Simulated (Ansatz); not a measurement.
# C2H8FNOSi: the cost of one run

Method: RKS PBE0-D4/STO-3G, in Ansatz 0.2.0.

### Step 1. The structure to begin with

Bond lengths: C1–C2 1.557 Å, C2–O3 1.455 Å, O3–Si4 1.647 Å, Si4–N5 1.760 Å, Si4–F6 1.544 Å, C1–H7 1.061 Å, C1–H8 1.059 Å, C1–H9 1.159 Å, C2–H10 1.082 Å, C2–H11 1.109 Å, Si4–H12 1.479 Å, N5–H13 1.040 Å, N5–H14 0.979 Å. Angles (14 of 22 angles, heavy atoms first): C1–C2–O3 110.1°, C2–O3–Si4 114.4°, O3–Si4–N5 100.0°, O3–Si4–F6 112.3°, N5–Si4–F6 106.1°, C1–C2–H10 107.0°, C1–C2–H11 108.2°, O3–C2–H10 111.5°, O3–C2–H11 110.5°, C2–C1–H7 111.1°, C2–C1–H8 107.7°, C2–C1–H9 106.3°, O3–Si4–H12 112.0°, N5–Si4–H12 109.2°.

As a file:

```xyz
14

C     0.9039   -1.5265    1.5106
C     0.9571   -0.2901    0.5658
O    -0.3669   -0.0133    0.0308
Si   -0.4290    1.2704   -0.9987
N    -2.0428    1.0490   -1.6650
F     0.5478    1.1189   -2.1854
H     1.8579   -1.7278    1.9297
H     0.5095   -2.3388    0.9565
H     0.1591   -1.2565    2.3566
H     1.6630   -0.5231   -0.2209
H     1.3292    0.5763    1.1498
H    -0.3726    2.5608   -0.2781
H    -2.7054    0.8234   -0.8955
H    -2.0237    0.2480   -2.2273
```

### Step 2. Relaxing the start

input.yaml reads:

```yaml
crystal:
  periodic: [false, false, false]
  atoms:
    - { symbol: C, position_ang: [0.9039, -1.5265, 1.5106] }
    - { symbol: C, position_ang: [0.9571, -0.2901, 0.5658] }
    - { symbol: O, position_ang: [-0.3669, -0.0133, 0.0308] }
    - { symbol: Si, position_ang: [-0.429, 1.2704, -0.9987] }
    - { symbol: "N", position_ang: [-2.0428, 1.049, -1.665] }
    - { symbol: F, position_ang: [0.5478, 1.1189, -2.1854] }
    - { symbol: H, position_ang: [1.8579, -1.7278, 1.9297] }
    - { symbol: H, position_ang: [0.5095, -2.3388, 0.9565] }
    - { symbol: H, position_ang: [0.1591, -1.2565, 2.3566] }
    - { symbol: H, position_ang: [1.663, -0.5231, -0.2209] }
    - { symbol: H, position_ang: [1.3292, 0.5763, 1.1498] }
    - { symbol: H, position_ang: [-0.3726, 2.5608, -0.2781] }
    - { symbol: H, position_ang: [-2.7054, 0.8234, -0.8955] }
    - { symbol: H, position_ang: [-2.0237, 0.248, -2.2273] }
basis:
  gaussian: { orbitals: STO-3G }
hamiltonian:
  xc: pbe0
  dispersion: d4
relax:
  f_tol: 0.02
  max_steps: 40
scf:
  lower_state_search: "off"
output:
  orbitals: {}
```

Launch:

```bash
$ ansatz run input.yaml --threads 1 --pin off --max-ram 2048MiB --backend cpu --events-out ev --progress --plain --runs-dir out
```

**Question.** How long does this run take on 1 thread of AMD EPYC 9R45 (Zen 5), shared host, and how much memory does it need?

About 23 s, with a peak of 0.18 GiB.
